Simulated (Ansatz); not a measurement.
# Si23TiO47: the cost of one run

Method: density functional theory in Ansatz 0.2.0, PAW datasets, plane waves.

## 1. The system as built

71 atoms (23 Si, 1 Ti, 47 O); a = 9.902 Å, b = 9.902 Å, c = 10.886 Å, α = 90.00°, β = 90.00°, γ = 120.00°. All atoms were shaken off their sites by about 0.02 Å along each axis. Defect site 1: (0.265, 0.265, 0.500). Defect site 2: (0.367, 0.073, 0.274).

Plan of the steps: (2) PBEsol relaxation at the single k point (¼, ¼, ¼), on 1 × NVIDIA H100 80GB HBM3 with 4 threads of AMD EPYC 7R13; (3) r²SCAN single point at the single k point (¼, ¼, ¼), on 1 × NVIDIA H100 80GB HBM3 with 4 threads of AMD EPYC 7R13.

## 2. Relaxing the atoms with PBEsol

The input, in.yaml:

```yaml
crystal:
  lattice:
    - [9.901639, 0.000000, 0.000000]
    - [-4.950819, 8.575071, 0.000000]
    - [0.000000, 0.000000, 10.885880]
  atoms:
    - { symbol: Si, position: [0.231274, 0.999297, 0.170020] }
    - { symbol: Si, position: [0.232580, 0.999856, 0.668270] }
    - { symbol: Si, position: [0.232240, 0.499741, 0.165794] }
    - { symbol: Si, position: [0.234042, 0.498190, 0.667200] }
    - { symbol: Si, position: [0.736869, 0.004024, 0.168978] }
    - { symbol: Si, position: [0.736225, 0.997818, 0.667693] }
    - { symbol: Si, position: [0.735041, 0.497369, 0.165990] }
    - { symbol: Si, position: [0.739104, 0.500717, 0.668138] }
    - { symbol: Si, position: [0.998882, 0.234784, 0.334852] }
    - { symbol: Si, position: [0.000720, 0.239275, 0.835313] }
    - { symbol: Si, position: [0.001218, 0.737965, 0.334482] }
    - { symbol: Si, position: [0.999557, 0.735899, 0.831523] }
    - { symbol: Si, position: [0.498726, 0.233945, 0.332691] }
    - { symbol: Si, position: [0.503666, 0.236501, 0.834049] }
    - { symbol: Si, position: [0.503679, 0.734621, 0.334965] }
    - { symbol: Si, position: [0.500453, 0.734797, 0.833373] }
    - { symbol: Si, position: [0.268906, 0.266128, 0.000630] }
    - { symbol: Si, position: [0.261325, 0.764811, 0.999951] }
    - { symbol: Si, position: [0.265851, 0.767650, 0.498984] }
    - { symbol: Si, position: [0.768321, 0.260388, 0.997369] }
    - { symbol: Si, position: [0.763234, 0.261970, 0.499359] }
    - { symbol: Si, position: [0.762013, 0.765559, 0.002277] }
    - { symbol: Si, position: [0.760235, 0.762470, 0.499014] }
    - { symbol: Ti, position: [0.264019, 0.263113, 0.499471] }
    - { symbol: O, position: [0.200896, 0.132708, 0.104282] }
    - { symbol: O, position: [0.205879, 0.131820, 0.604569] }
    - { symbol: O, position: [0.209938, 0.633290, 0.106584] }
    - { symbol: O, position: [0.205930, 0.630675, 0.604774] }
    - { symbol: O, position: [0.709511, 0.138432, 0.105141] }
    - { symbol: O, position: [0.708846, 0.131033, 0.609725] }
    - { symbol: O, position: [0.706326, 0.633147, 0.108479] }
    - { symbol: O, position: [0.704353, 0.632569, 0.605418] }
    - { symbol: O, position: [0.363831, 0.070411, 0.775157] }
    - { symbol: O, position: [0.368019, 0.575289, 0.274502] }
    - { symbol: O, position: [0.369686, 0.572031, 0.774831] }
    - { symbol: O, position: [0.866505, 0.073470, 0.274821] }
    - { symbol: O, position: [0.866735, 0.074794, 0.773185] }
    - { symbol: O, position: [0.867061, 0.575389, 0.273261] }
    - { symbol: O, position: [0.864917, 0.572161, 0.773472] }
    - { symbol: O, position: [0.426204, 0.293763, 0.438569] }
    - { symbol: O, position: [0.426683, 0.291972, 0.938004] }
    - { symbol: O, position: [0.430515, 0.794654, 0.438167] }
    - { symbol: O, position: [0.427165, 0.795618, 0.945071] }
    - { symbol: O, position: [0.925508, 0.293747, 0.440808] }
    - { symbol: O, position: [0.929895, 0.294092, 0.940027] }
    - { symbol: O, position: [0.925983, 0.794683, 0.441783] }
    - { symbol: O, position: [0.926208, 0.792455, 0.940256] }
    - { symbol: O, position: [0.130411, 0.206014, 0.394139] }
    - { symbol: O, position: [0.132829, 0.204928, 0.894498] }
    - { symbol: O, position: [0.137255, 0.706368, 0.390095] }
    - { symbol: O, position: [0.135547, 0.707159, 0.894679] }
    - { symbol: O, position: [0.632045, 0.205871, 0.399503] }
    - { symbol: O, position: [0.627572, 0.201878, 0.890714] }
    - { symbol: O, position: [0.634535, 0.706374, 0.391520] }
    - { symbol: O, position: [0.627459, 0.703617, 0.893193] }
    - { symbol: O, position: [0.074875, 0.368773, 0.227458] }
    - { symbol: O, position: [0.070358, 0.362951, 0.725872] }
    - { symbol: O, position: [0.075394, 0.867428, 0.225673] }
    - { symbol: O, position: [0.076641, 0.868959, 0.728262] }
    - { symbol: O, position: [0.573145, 0.366595, 0.227828] }
    - { symbol: O, position: [0.574625, 0.366163, 0.724721] }
    - { symbol: O, position: [0.569719, 0.864235, 0.227349] }
    - { symbol: O, position: [0.570707, 0.864424, 0.725421] }
    - { symbol: O, position: [0.295294, 0.430319, 0.061238] }
    - { symbol: O, position: [0.294763, 0.427924, 0.562466] }
    - { symbol: O, position: [0.294719, 0.926137, 0.059200] }
    - { symbol: O, position: [0.292701, 0.927823, 0.557223] }
    - { symbol: O, position: [0.796576, 0.430696, 0.059164] }
    - { symbol: O, position: [0.797601, 0.429089, 0.561009] }
    - { symbol: O, position: [0.789715, 0.923252, 0.059320] }
    - { symbol: O, position: [0.795131, 0.932329, 0.560749] }
  symmetry: { detect: false }
kpoints:
  mp_grid: { grid: [1, 1, 1], shift: [0.25, 0.25, 0.25] }
hamiltonian:
  xc: pbesol
scf:
  occupations: { method: fermi_dirac, width: 0.01 }
relax:
  f_tol: 0.03
  max_steps: 80
  escape_saddle: false
  adjacent_minimum: "off"
output:
  forces: true
  eigenvalues: true
  populations: true
```

Launch:

```sh
ansatz run in.yaml --threads 4 --pin off --max-ram 61750MiB --runs-dir r --events-out ev --progress --plain --backend cuda --devices 0, --max-vram 37GiB
```

What time and memory should one allow on 1 × NVIDIA H100 80GB HBM3 with 4 threads of AMD EPYC 7R13, shared host?

About 30 s, with a peak of 1.4 GiB on the host.
